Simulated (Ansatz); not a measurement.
**GeH2O2 (SMILES [OH][Ge][OH]): revPBE/def2-SVPD**

Aim: the energy change on altering one bond length of GeH2O2 at revPBE/def2-SVPD, from 2 runs. 

The calculation is run with Ansatz 0.2.0.

51 further runs of the same task are left out: 51 set aside as unsound or not needed.

## Step 1: The structure to begin with

GeH2O2 has 5 atoms, charge 0, and is taken as a singlet. As SMILES, `[OH][Ge][OH]`. The coordinates come from a PBE0-D4/def2-TZVP relaxation. This is one conformer, not always the lowest.

Bond lengths: O1–Ge2 1.790 Å, Ge2–O3 1.790 Å, O1–H4 0.961 Å, O3–H5 0.961 Å. Angles: O1–Ge2–O3 102.4°, Ge2–O1–H4 118.8°, Ge2–O3–H5 118.8°.

## Step 2: A single-point energy at revPBE/def2-SVPD

File run.yaml:

```yaml
crystal:
  periodic: [false, false, false]
  atoms:
    - {symbol: O, position_ang: [-1.341000, -0.099500, -0.377400]}
    - {symbol: Ge, position_ang: [-0.316400, -0.895800, 0.855300]}
    - {symbol: O, position_ang: [1.281900, -0.142300, 0.570200]}
    - {symbol: H, position_ang: [-0.940900, 0.550800, -0.961500]}
    - {symbol: H, position_ang: [1.366400, 0.513200, -0.127900]}
basis:
  gaussian: {orbitals: def2-SVPD}
accuracy: high
output: {orbitals: {seedname: orbitals}}
hamiltonian: {xc: {name: revPBE}}
```

The run is started by

```sh
ansatz run run.yaml --threads 1 --pin off --max-ram 3480MiB --events-out events.jsonl --progress --plain --runs-dir runs
```

The log of the run:

```text
Warning: RAYON_NUM_THREADS=1 ignored (pool sized by the plan → 1); use --threads N
Functional definition: revPBE
  name "revPBE"
  parameter kappa = 1.245
  parameter beta = 0.06672455060314922
  exchange = pbe_x(kappa = kappa, mu = beta*pi^2/3)
  correlation = pbe_c(beta = beta)
1915 factors; integrals over basis functions are off by at most 4.2e-9 eV
mean field evaluation 1: about -60617.5728 eV, gradient 8.6e1 eV
mean field evaluation 2: about -60524.0795 eV, gradient 2.1e2 eV
mean field evaluation 4: about -60630.6126 eV, gradient 7.0e0 eV
mean field evaluation 8: about -60630.7778 eV, gradient 9.6e-2 eV
mean field evaluation 16: about -60630.7778 eV, gradient 1.7e-5 eV
mean field -60630.77777382 eV, -2228.1399861708 hartree, gradient 7.2e-8 eV, S^2 0.000000; 0 other end points of the search recorded, 0 dependent functions left out
reference -60630.77777780 eV, -2228.1399863170 hartree; 25, 25 occupied and 75, 75 virtual orbitals, 1915 factors
Total energy: -60630.77777780 eV, -2228.1399863170 hartree
```

Run time: 3 s. Hardware: 1 thread of Intel Xeon 6975P-C (Granite Rapids), shared host; peak memory 0.26 GiB.

## Step 3: The distorted shape, same level

File in.yaml:

```yaml
crystal:
  periodic: [false, false, false]
  atoms:
    - {symbol: O, position_ang: [-1.353672, -0.197801, -0.272710]}
    - {symbol: Ge, position_ang: [-0.329072, -0.994101, 0.959990]}
    - {symbol: O, position_ang: [1.269228, -0.240601, 0.674890]}
    - {symbol: H, position_ang: [-0.953572, 0.452499, -0.856810]}
    - {symbol: H, position_ang: [1.366400, 0.513200, -0.127900]}
basis:
  gaussian:
    orbitals: def2-SVPD
hamiltonian:
  xc: {name: revPBE}
accuracy: high
output: {orbitals: {seedname: orbitals}}
```

The run is started by

```sh
ansatz run in.yaml --threads 1 --pin off --max-ram 3480MiB --events-out events.jsonl --progress --plain --runs-dir runs
```

The log of the run, shortened:

```text
Warning: RAYON_NUM_THREADS=1 ignored (pool sized by the plan → 1); use --threads N
[... 6 set-up lines as earlier in the session ...]
1921 factors; integrals over basis functions are off by at most 4.4e-9 eV
mean field evaluation 1: about -60617.4400 eV, gradient 8.5e1 eV
mean field evaluation 2: about -60521.4054 eV, gradient 2.1e2 eV
mean field evaluation 4: about -60629.6869 eV, gradient 1.9e1 eV
mean field evaluation 8: about -60630.4764 eV, gradient 8.6e-1 eV
mean field evaluation 16: about -60630.4780 eV, gradient 2.0e-5 eV
mean field -60630.47804245 eV, -2228.1289712459 hartree, gradient 4.7e-8 eV, S^2 0.000000; 0 other end points of the search recorded, 0 dependent functions left out
reference -60630.47804642 eV, -2228.1289713920 hartree; 25, 25 occupied and 75, 75 virtual orbitals, 1921 factors
Total energy: -60630.47804642 eV, -2228.1289713920 hartree
```

Run time: 3.3 s. Hardware: 1 thread of Intel Xeon 6975P-C (Granite Rapids), shared host; peak memory 0.26 GiB.

## Step 4: Outcome

At revPBE/def2-SVPD:

```
                                                         quantity           value
                                        first shape: total energy  -2228.13999 Eh
                                         first shape: HOMO energy        -6.85 eV
                                         first shape: LUMO energy        -2.36 eV
                                       first shape: HOMO–LUMO gap         4.49 eV
                                    distorted shape: total energy  -2228.12897 Eh
                                     distorted shape: HOMO energy        -6.85 eV
                                     distorted shape: LUMO energy        -2.33 eV
                                   distorted shape: HOMO–LUMO gap         4.51 eV
energy change with the O3–H5 bond stretched from 0.961 to 1.105 Å        0.300 eV
```

In words: With the O3–H5 bond stretched from 0.961 to 1.105 Å the energy rises by 0.30 eV (28.9 kJ/mol). The first shape isn't relaxed at this level, so the change isn't measured from a minimum.
